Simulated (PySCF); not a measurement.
# C3H9BSi: the cost of one run

Computed with PySCF 2.14.0 and routines of our own; the level stands in each step. Atoms count from 0.

## Step 1: The starting structure

14 atoms, charge 0, multiplicity 1; geometry from: GFN2-xTB.

## Step 2: Circular dichroism and optical rotation: TDDFT PBE0/def2-SVPD

What the job is given:

```
{"job": {"kind": "ecd", "xc": "PBE0", "basis": "def2-SVPD", "nstates": 8}, "charge": 0, "multiplicity": 1}
B      1.805907    -1.339659     0.734746
Si     1.107478     0.419286     0.603949
C     -0.745289     0.764830     0.987223
C     -0.458529     0.785236    -0.475941
C     -1.068324    -0.282290    -1.343295
H      2.941035    -1.513136     0.970014
H      1.140582    -2.292027     0.582703
H      1.807905     1.702599     0.754676
H     -1.006654     1.703288     1.451939
H     -1.349718    -0.055596     1.345322
H     -0.484104     1.766583    -0.935454
H     -0.547609    -0.356566    -2.297011
H     -1.027762    -1.251367    -0.851751
H     -2.115596    -0.051655    -1.549286
```

Method: TDDFT PBE0/def2-SVPD circular dichroism and optical rotation, one conformer, gas phase.

Started as:

```sh
> OMP_NUM_THREADS=1 python excited_run.py task.json out
```

This one command runs all jobs of the session in turn.

**Question.** How long does this job take on 1 thread of Arm Neoverse V1, shared host, and how much memory does it need?

About 35 s, with a peak of 0.73 GiB.
